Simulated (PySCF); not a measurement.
# Cl₂H₂HfO₂: a look at the electrons

Aim: take Cl₂H₂HfO₂ and analyse its density (charges, bond critical points, surface potential), see where an electron leaves and enters and measure its response to a uniform field.

The runs use PySCF 2.14.0; levels as typed in each script, gas phase, geometry from GFN2-xTB.

**1. The system as given**

SMILES `O[Hf](O)(Cl)Cl`, 7 atoms, charge 0, spin multiplicity 1.

Bond lengths: O1–Hf2 1.850 Å, O1–H6 0.963 Å, Hf2–O3 1.851 Å, Hf2–Cl4 2.248 Å, Hf2–Cl5 2.247 Å, O3–H7 0.963 Å. Angles: Hf2–O1–H6 120.1°, O1–Hf2–O3 104.8°, O1–Hf2–Cl4 117.6°, O1–Hf2–Cl5 104.4°, O3–Hf2–Cl4 104.3°, O3–Hf2–Cl5 117.6°, Cl4–Hf2–Cl5 108.8°, Hf2–O3–H7 120.1°.

Geometry (Å):

```xyz
7
charge 0, multiplicity 1
O     0.40063   -1.31523    1.40999
Hf    0.00014   -0.18576    0.00014
O    -0.40070   -1.31497   -1.41077
Cl   -1.81714    1.12216    0.19906
Cl    1.81657    1.12258   -0.19924
H     1.18571   -1.87226    1.37463
H    -1.18566   -1.87217   -1.37554
```

**2. Density, bond paths and surface potential (PBE/def2-tzvp)**

input.py reads:

```python
import numpy as np
from pyscf import gto, scf, dft
from pyscf.scf import atom_ks, atom_hf
from scipy.linalg import block_diag

def solve(mol, dm0=None, hcore=None):
    mf = (dft.UKS if mol.spin else dft.RKS)(mol, xc='pbe')
    mf.grids.level = 3
    mf = mf.density_fit(auxbasis='def2-universal-jkfit')
    mf.conv_tol, mf.max_cycle = 1e-8, 80
    if hcore is not None:
        mf.get_hcore = lambda *args: hcore
    mf.kernel(dm0)
    if not mf.converged:
        mf = mf.newton().run(mf.mo_coeff, mf.mo_occ, max_cycle=30)
    assert mf.converged, 'SCF not converged'
    return mf

mol = gto.M(atom='''
O      0.40063    -1.31523     1.40999
Hf     0.00014    -0.18576     0.00014
O     -0.40070    -1.31497    -1.41077
Cl    -1.81714     1.12216     0.19906
Cl     1.81657     1.12258    -0.19924
H      1.18571    -1.87226     1.37463
H     -1.18566    -1.87217    -1.37554
''', basis='def2-tzvp', ecp={'Hf': 'def2-tzvp'}, charge=0, spin=0, verbose=4)
mf = solve(mol)
mf.analyze()
# spherically averaged free atoms, for the promolecule
atom_ks.AtomSphAverageRKS.init_guess_by_vsap = lambda self, mol=None: self.init_guess_by_minao(mol)  # core potentials
atm = atom_ks.get_atm_nrks(mol, xc='pbe')
pro = block_diag(*[(atm[a[0]][2] * atm[a[0]][3]) @ atm[a[0]][2].T for a in mol._atom])
np.savez('result.npz', e=mf.e_tot, c=mf.mo_coeff, occ=mf.mo_occ, eps=mf.mo_energy, pro=pro, dip=mf.dip_moment(verbose=0), s2=mf.spin_square()[0])
```

On the command line:

```
$ OMP_NUM_THREADS=1 python input.py
```

**4. Removing and adding an electron (PBE/def2-tzvp)**

input.py reads:

```python
import numpy as np
from pyscf import gto, scf, dft
from pyscf.scf import atom_ks, atom_hf
from scipy.linalg import block_diag

def solve(mol, dm0=None, hcore=None):
    mf = (dft.UKS if mol.spin else dft.RKS)(mol, xc='pbe')
    mf.grids.level = 3
    mf = mf.density_fit(auxbasis='def2-universal-jkfit')
    mf.conv_tol, mf.max_cycle = 1e-8, 80
    if hcore is not None:
        mf.get_hcore = lambda *args: hcore
    mf.kernel(dm0)
    if not mf.converged:
        mf = mf.newton().run(mf.mo_coeff, mf.mo_occ, max_cycle=30)
    assert mf.converged, 'SCF not converged'
    return mf

mol = gto.M(atom='''
O      0.40063    -1.31523     1.40999
Hf     0.00014    -0.18576     0.00014
O     -0.40070    -1.31497    -1.41077
Cl    -1.81714     1.12216     0.19906
Cl     1.81657     1.12258    -0.19924
H      1.18571    -1.87226     1.37463
H     -1.18566    -1.87217    -1.37554
''', basis='def2-tzvp', ecp={'Hf': 'def2-tzvp'}, charge=0, spin=0, verbose=4)
mf = solve(mol)
out = dict(e0=mf.e_tot, dm0=mf.make_rdm1(), c=mf.mo_coeff, occ=mf.mo_occ, eps=mf.mo_energy)
for name, dq, spin in [('cation', 1, 1)]:
    ion = mol.copy().set(charge=mol.charge + dq, spin=spin).build()
    mi = solve(ion)
    if spin and dq > 0 and mol.nao < 130:
        c, _, stable, _ = mi.stability(return_status=True)
        if not stable:
            mi = solve(ion, mi.make_rdm1(c, mi.mo_occ))
    print(name, 'vertical energy change / eV', (mi.e_tot - mf.e_tot) * 27.211386)
    out.update({'e_' + name: mi.e_tot, 'dm_' + name: mi.make_rdm1(), 's2_' + name: mi.spin_square()[0], 'eps_' + name: mi.mo_energy, 'occ_' + name: mi.mo_occ})
# spherically averaged free atoms, for the promolecule
atom_ks.AtomSphAverageRKS.init_guess_by_vsap = lambda self, mol=None: self.init_guess_by_minao(mol)  # core potentials
atm = atom_ks.get_atm_nrks(mol, xc='pbe')
pro = block_diag(*[(atm[a[0]][2] * atm[a[0]][3]) @ atm[a[0]][2].T for a in mol._atom])
np.savez('result.npz', pro=pro, **out)
```

**6. Response to an electric field (PBE/def2-tzvp)**

Changes to input.py since step 4:

```diff
@@ -27,13 +27,10 @@
 ''', basis='def2-tzvp', ecp={'Hf': 'def2-tzvp'}, charge=0, spin=0, verbose=4)
+field = np.array([0.004, 0.0, 0.0])  # atomic units
+mol.set_common_orig(mol.atom_charges() @ mol.atom_coords() / mol.atom_charges().sum())
 mf = solve(mol)
-out = dict(e0=mf.e_tot, dm0=mf.make_rdm1(), c=mf.mo_coeff, occ=mf.mo_occ, eps=mf.mo_energy)
-for name, dq, spin in [('cation', 1, 1)]:
-    ion = mol.copy().set(charge=mol.charge + dq, spin=spin).build()
-    mi = solve(ion)
-    if spin and dq > 0 and mol.nao < 130:
-        c, _, stable, _ = mi.stability(return_status=True)
-        if not stable:
-            mi = solve(ion, mi.make_rdm1(c, mi.mo_occ))
-    print(name, 'vertical energy change / eV', (mi.e_tot - mf.e_tot) * 27.211386)
-    out.update({'e_' + name: mi.e_tot, 'dm_' + name: mi.make_rdm1(), 's2_' + name: mi.spin_square()[0], 'eps_' + name: mi.mo_energy, 'occ_' + name: mi.mo_occ})
+out = dict(dm0=mf.make_rdm1(), d0=mf.dip_moment(unit='AU'), e0=mf.e_tot)
+for name, sign in (('p', 1), ('m', -1)):
+    h = mf.get_hcore() + sign * np.einsum('x,xij->ij', field, mol.intor('int1e_r'))
+    mi = solve(mol, mf.make_rdm1(), h)
+    out.update({'dm' + name: mi.make_rdm1(), 'd' + name: mi.dip_moment(unit='AU'), 'e' + name: mi.e_tot})
 # spherically averaged free atoms, for the promolecule
```

(Steps that only read results are left out.)

**Question.** What will these runs give? Wanted: dipole moment; HOMO, LUMO; vertical ionisation energy; polarisability along the field.

The runs gave:

| quantity | value |
| --- | --- |
| dipole moment (PBE/def2-tzvp) | 2.75 D |
| HOMO, LUMO (PBE/def2-tzvp) | -7.73, -1.88 eV |
| vertical ionisation energy (PBE/def2-tzvp) | 10.52 eV |
| polarisability along the field (PBE/def2-tzvp) | 75.0 bohr³ |

In words: At PBE/def2-tzvp: The highest Hirshfeld charge is on Hf2 (+0.65 e), the lowest on O1 and O3 (−0.32 e). The ionisation energy from two SCF runs, 10.52 eV, lies 2.8 eV above −ε(HOMO) = 7.73 eV of the same level, PBE/def2-tzvp, since self-interaction lifts this functional's HOMO. The geometry was not optimised at these levels.
